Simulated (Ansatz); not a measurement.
# YSb: the cost of one run

All numbers are computed with Ansatz 0.2.0, driven from Python. Level of theory: DFT PBEsol, plane waves, PAW.

The COD entry's cell or inner coordinates are ideal or old and differ from later refinements, so a difference from it is no clean test against experiment.

### 1 The structure

Symmetry: Fm-3m, No. 225, cubic system. Conventional cell: a = 6.190 Å, b = 6.190 Å, c = 6.190 Å, α = 90.00°, β = 90.00°, γ = 90.00°. Around Y (site symmetry m-3m) lie 6 Sb at 3.10 Å. Sb (site symmetry m-3m) is surrounded by 6 Y at 3.10 Å.

The script holds or builds the structure itself.

### 2 The script

Contents of run_pdos.py:

```python
"""Which atoms and shells make the states of YSb."""

import ansatz as az
import numpy as np
from pymatgen.core import Lattice, Structure
from pymatgen.io.ase import AseAtomsAdaptor


def main() -> None:
    pmg_structure = Structure(
        Lattice([(0.0, 3.095, 3.095), (3.095, 0.0, 3.095), (3.095, 3.095, 0.0)]),
        ["Y", "Sb"],
        [
            (0.5, 0.5, 0.5),
            (0.0, 0.0, 0.0),
        ],
    )
    system = az.Crystal.from_ase(AseAtomsAdaptor.get_atoms(pmg_structure))

    calc = system.calculation()
    calc = calc.occupations("fermi_dirac", width=0.1).functional(az.Functional.PBESOL)
    calc = calc.kpoints(10, center="gamma")
    calc = calc.basis(41 * az.Ry).scf(extra_bands=10)
    calc = calc.density_of_states(projected=True, energy_step=0.1)
    done = calc.run()
    report = done.report

    dos = done.density_of_states()
    energy = np.asarray(dos.energies_ev) - dos.fermi_ev
    curves = {}
    for site in done.projected_density_of_states().sites:
        for shell in site.shells:
            weight = sum(np.sum(curve.g_bin_mean_per_ev, axis=0) for curve in shell.curves)
            name = f"{site.species} {shell.label}"
            curves[name] = curves.get(name, 0) + weight

    print("E-EF   " + " ".join(f"{name:>8s}" for name in curves))
    for e in np.arange(-8, 4 + 0.1, 1.0):
        print(f"{e:5.1f}  " + " ".join(f"{np.interp(e, energy, g):8.3f}" for g in curves.values()))


if __name__ == "__main__":
    main()
```

### 3 The calls as engine input

The engine receives this input:

```yaml
crystal:
  lattice:
    - [0.0, 3.095, 3.095]
    - [3.095, 0.0, 3.095]
    - [3.095, 3.095, 0.0]
  atoms:
    - { symbol: "Y", position: [0.5, 0.5, 0.5] }
    - { symbol: Sb, position: [0.0, 0.0, 0.0] }
basis:
  ecutwfc: 557.833418042754
kpoints:
  mp_grid:
    grid: [10, 10, 10]
    shift: [0.0, 0.0, 0.0]
hamiltonian:
  xc: pbesol
scf:
  n_extra_bands: 10
  occupations:
    method: fermi_dirac
    width: 0.1
output:
  dos:
    de: 0.1
    projected: true
```

### 4 Running it

The run is started by

```console
$ python run_pdos.py
```

Q: Estimate wall time and peak memory on 1 thread of Arm Neoverse V1, shared host.

About 7.1 s, with a peak of 0.49 GiB.
